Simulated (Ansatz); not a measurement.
# C₂H₂SSe: one species, many methods

An exercise on one series of results from a longer session: the logs are not shown, and one member is left open.

Program: Ansatz 0.2.0, Gaussian basis. Level of theory: functionals in def2-TZVPP, the program's frozen cores in correlated methods. These are calculated values, not measurements.

Plan: LDA (SPW92), PBE-D4, revPBE-D4, BLYP-D4, r2SCAN-D4, B97M-V, PBE0-D4, B3LYP-D4, r2SCANh-D4, r2SCAN0-D4, HSE06-D4, BHLYP-D4, CAM-B3LYP-D4, LC-ωPBE, ωB97X-V, ωB97M-V, B2PLYP, PBE-QIDH; CCSD(T)/def2-SVP; CCSD(T)/def2-TZVPP; MP2/def2-QZVPP; extrapolation to the limit; RPA on PBE.

## The geometry

An earlier PBE0-D4 in a triple-zeta def2 set relaxation fixed the geometry.

SMILES `S=C1C[Se]1`, 6 atoms, charge 0, spin multiplicity 1.

Atoms are counted from 1 here; the program's logs count them from 0.

Bond lengths: S1–C2 1.588 Å, C2–C3 1.447 Å, C2–Se4 1.890 Å, C3–Se4 1.985 Å, C3–H5 1.086 Å, C3–H6 1.086 Å. Angles: S1–C2–C3 145.3°, S1–C2–Se4 143.1°, C3–C2–Se4 71.6°, C2–C3–Se4 64.6°, C2–C3–H5 118.2°, C2–C3–H6 118.2°, Se4–C3–H5 115.2°, Se4–C3–H6 115.2°, H5–C3–H6 115.5°, C2–Se4–C3 43.8°.

Set-up of the first run:

Input file in.yaml:

```yaml
crystal:
  periodic: [false, false, false]
  atoms:
    - {symbol: S, position_ang: [-0.373375, -2.240980, 0.373485]}
    - {symbol: C, position_ang: [-0.355994, -0.699612, -0.009333]}
    - {symbol: C, position_ang: [0.401781, 0.532399, 0.046427]}
    - {symbol: Se, position_ang: [-1.366845, 0.660280, -0.846086]}
    - {symbol: H, position_ang: [1.259848, 0.637492, -0.610542]}
    - {symbol: H, position_ang: [0.476684, 1.046321, 0.999949]}
basis:
  gaussian: {orbitals: def2-TZVPP}
hamiltonian: {xc: lda}
output: {orbitals: {seedname: orbitals}}
```

On the command line:

```
> ansatz run in.yaml --threads 2 --pin off --events-out ev --progress --plain --max-ram 4352MiB
```

Steps of the session up to this table: LDA; PBE-D4 (GGA); revPBE-D4 (GGA); BLYP-D4 (GGA); r2SCAN-D4 (meta-GGA); B97M-V (meta-GGA); PBE0-D4 (hybrid); B3LYP-D4 (hybrid); r2SCANh-D4 (hybrid); r2SCAN0-D4 (hybrid); HSE06-D4 (hybrid); BHLYP-D4 (hybrid); CAM-B3LYP-D4 (range-separated); LC-ωPBE (range-separated); ωB97X-V (range-separated); ωB97M-V (range-separated); B2PLYP (double hybrid); PBE-QIDH (double hybrid).

One table of the session follows, with a row left open; its other results are not shown here.

It belongs to the step «Frontier levels by functional». 

```
  functional  HOMO (eV)  LUMO (eV)  gap (eV)
 LDA (SPW92)      -5.65      -3.29      2.36
      PBE-D4          ?          ?         ?
   revPBE-D4      -5.45      -3.04      2.41
     BLYP-D4      -5.33      -2.95      2.38
   r2SCAN-D4      -5.74      -3.04      2.70
      B97M-V      -5.76      -2.97      2.80
     PBE0-D4      -6.64      -2.32      4.32
    B3LYP-D4      -6.40      -2.48      3.92
  r2SCANh-D4      -6.16      -2.74      3.42
  r2SCAN0-D4      -6.80      -2.28      4.52
    HSE06-D4      -6.25      -2.69      3.56
    BHLYP-D4      -7.63      -1.32      6.31
CAM-B3LYP-D4      -7.89      -1.22      6.67
     LC-ωPBE      -9.23      -0.22      9.01
     ωB97X-V      -8.88      -0.23      8.65
     ωB97M-V      -8.71      -0.25      8.46
```

Q: Estimate the row for PBE-D4 from the others.

**Answer.** HOMO (eV): -5.50; LUMO (eV): -3.11; gap (eV): 2.39. In the column «HOMO (eV)» it lies between LDA (SPW92) (-5.65) and revPBE-D4 (-5.45).
